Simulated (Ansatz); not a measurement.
# HfSn3O8: the cell at several levels of theory

How does the equilibrium cell of HfSn3O8 built on the rutile host prototype depend on the functional? It is relaxed with PBE, r2SCAN and PBEsol. This is a trial cell built on a prototype, not taken from a measured structure, and it needn't be the compound's ground state.

Code: Ansatz 0.2.0. PAW datasets, plane waves, zero pressure. No spin polarisation and no zero-point or thermal motion; the cell was built from a prototype and may be hypothetical.

**1. The structure to begin with**

Space group Cmmm (No. 65), orthorhombic; conventional cell a = 6.904 Å, b = 6.904 Å, c = 6.572 Å, 13.05 Å³ an atom. Near Hf stand 6 O at 2.11–2.12 Å; near Sn stand 6 O at 2.11–2.12 Å; near O stand 1 Hf at 2.11 Å and 2 Sn at 2.12 Å; near O stand 2 Sn at 2.11–2.12 Å and 1 Hf at 2.12 Å.

Coordinates:

```
Hf Sn O
1.0
     3.45193   -3.45193    0.00000
     3.45193    3.45193    0.00000
     0.00000    0.00000    6.57246
Hf Sn O
1 3 8
Direct
  0.50000 0.50000 0.00000
  0.00000 0.00000 0.75000
  0.50000 0.50000 0.50000
  0.00000 0.00000 0.25000
  0.19403 0.19403 0.00000
  0.80597 0.80597 0.00000
  0.69403 0.30597 0.75000
  0.30597 0.69403 0.75000
  0.19403 0.19403 0.50000
  0.80597 0.80597 0.50000
  0.69403 0.30597 0.25000
  0.30597 0.69403 0.25000
```

**2. Relaxing with PBE**

File input.yaml:

```yaml
crystal:
  lattice:
    - [3.45193456, -3.45193456, 0.0]
    - [3.45193456, 3.45193456, 0.0]
    - [0.0, 0.0, 6.57245862]
  atoms:
    - { symbol: Hf, position: [0.5, 0.5, 0.0] }
    - { symbol: Sn, position: [0.0, 0.0, 0.75] }
    - { symbol: O, position: [0.1940277, 0.1940277, 0.0] }
    - { symbol: O, position: [0.8059723, 0.8059723, 0.0] }
    - { symbol: O, position: [0.6940277, 0.3059723, 0.75] }
    - { symbol: O, position: [0.3059723, 0.6940277, 0.75] }
    - { symbol: Sn, position: [0.5, 0.5, 0.5] }
    - { symbol: Sn, position: [0.0, 0.0, 0.25] }
    - { symbol: O, position: [0.1940277, 0.1940277, 0.5] }
    - { symbol: O, position: [0.8059723, 0.8059723, 0.5] }
    - { symbol: O, position: [0.6940277, 0.3059723, 0.25] }
    - { symbol: O, position: [0.3059723, 0.6940277, 0.25] }
kpoints:
  mp_grid: { grid: [6, 6, 4] }
hamiltonian:
  xc: pbe
scf:
  occupations: { method: fermi_dirac, width: 0.02 }
relax:
  f_tol: 0.005
  cell: {}
```

Further steps of the session: r2SCAN: cell and atoms; Relaxing with PBEsol.

Before running it: what results should come out? Wanted: for each run, a; b; c; volume; space group; SCF geometries.

As calculated:

| level | a (Å) | b (Å) | c (Å) | volume (Å³/atom) | space group | SCF geometries |
| --- | --- | --- | --- | --- | --- | --- |
| PBE | 6.837 | 6.860 | 6.484 | 12.673 | Cmmm | 8 |
| r2SCAN | 6.752 | 6.775 | 6.416 | 12.230 | Cmmm | 6 |
| PBEsol | 6.760 | 6.783 | 6.429 | 12.282 | Cmmm | 8 |

**Reading.** From the start to the first minimum the volume moved by -2.9 %. The volume runs from r2SCAN (least) to PBE (most), a spread of 3.6 %, or 1.2 % in length if all axes shared it alike.
